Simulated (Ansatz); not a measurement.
Consider a test of the smearing width of AlCo, space group Pm-3m (the Ansatz DFT code, driven from Python).

`alco.vasp`
```text
AlCo
1.0
   2.81940321    0.00000000    0.00000000
   0.00000000    2.81940321    0.00000000
   0.00000000    0.00000000    2.81940321
Al Co
1 1
Direct
   0.00000000    0.00000000    0.00000000
   0.50000000    0.50000000    0.50000000
```

Script `smear.py`:
```python
# -*- coding: utf-8 -*-
"""Smearing width test for AlCo."""

import logging
import sys
import warnings

import ansatz as az
from ase.io import read

logging.basicConfig(stream=sys.stdout, format="%(levelname)s %(message)s")
log = logging.getLogger("alco")
log.setLevel(logging.INFO)

warnings.simplefilter("ignore", az.DeckWarning)

atoms = read("alco.vasp", format="vasp")
crystal = az.Crystal.from_ase(atoms).moments(Co=3.2)

calculation = crystal.calculation().spin("collinear").kpoints(mesh=(11, 11, 11)).stress()

rows = []
for value in [0.3, 0.2, 0.1, 0.05]:
    report = calculation.occupations("fermi_dirac", width=value).run().report
    rows.append((value, report["free_energy_ev"] / len(report["lattice"]["sites"]), report["n_iterations"], sum(report["stress_gpa"][i][i] for i in range(3)) / 3, report["magnetization_mub"], report["n_kpoints"]))

log.info("  width (eV)   F/atom (eV)    iterations       P (GPa)  moment (muB)      k-points")
for row in rows:
    log.info(f"{str(row[0]):>12s}  {row[1]:12.5f}  {row[2]:12d}  {row[3]:12.3f}  {row[4]:12.3f}  {row[5]:12d}")

# differences from the last row
for row in rows[:-1]:
    shift = 1000 * (row[1] - rows[-1][1])
    log.info(f"{row[0]}: {shift:+.2f} meV/atom" + ("  (within 5 meV)" if abs(shift) < 5 else ""))
```

How much does the free energy per atom change between the narrowest and the widest smearing, and why?

Going from 0.05 to 0.3 eV changes F by -72.7 meV an atom. The report's estimate for zero width moves by +13.5 meV, so the entropy term explains only part of the change. The pressure moves from 6.67 to 8.93 GPa.

The run itself:

```console
$ python smear.py
RunWarning: the starting moments were not kept: the SCF closed with an absolute magnetisation of 3.5e-7 μB, where they sum to 3.2 μB in size (1 site). That is at most 0.1 of that sum. Measured as dr2_m measures the in/out step, that magnetisation stands [...]
INFO   width (eV)   F/atom (eV)    iterations       P (GPa)  moment (muB)      k-points
INFO          0.3   -2832.48474            13         8.927         0.000            56
INFO          0.2   -2832.43973            13         7.479        -0.000            56
INFO          0.1   -2832.41745            12         6.820        -0.000            56
INFO         0.05   -2832.41200            12         6.671        -0.000            56
INFO 0.3: -72.74 meV/atom
INFO 0.2: -27.73 meV/atom
INFO 0.1: -5.44 meV/atom
```
(Warnings from the package without file and line, shortened, repeats left out.)

What to keep in mind:
- The SCF didn't keep the moments it started from (some shrank, vanished or turned); what is printed is the state reached.
- The mesh is modest for a metal, so energies can be off by several to tens of meV an atom and pressures by half a GPa or more; differences at equal mesh fare better.
- The overall sign of a collinear moment is arbitrary, and semilocal functionals can give small moments to compounds that are paramagnetic.
- The smearing is wide enough that free energy and stress hold a thermal part of the electrons.
- The narrowest width needs the finest mesh, so the last row is no converged reference.
- Pressure is positive in compression.
- No functional is typed, so the default, PBE, holds.
- At these settings the cell as given stands under about 7 GPa, so it isn't at this functional's equilibrium volume.
- This cell is a computed structure, which may not be the phase found in nature.
- The script silences the warnings on its input, which a real study should read.
- It ran for 17 s on 1 thread of Arm Neoverse V2 (shared host), peak memory 0.42 GiB.
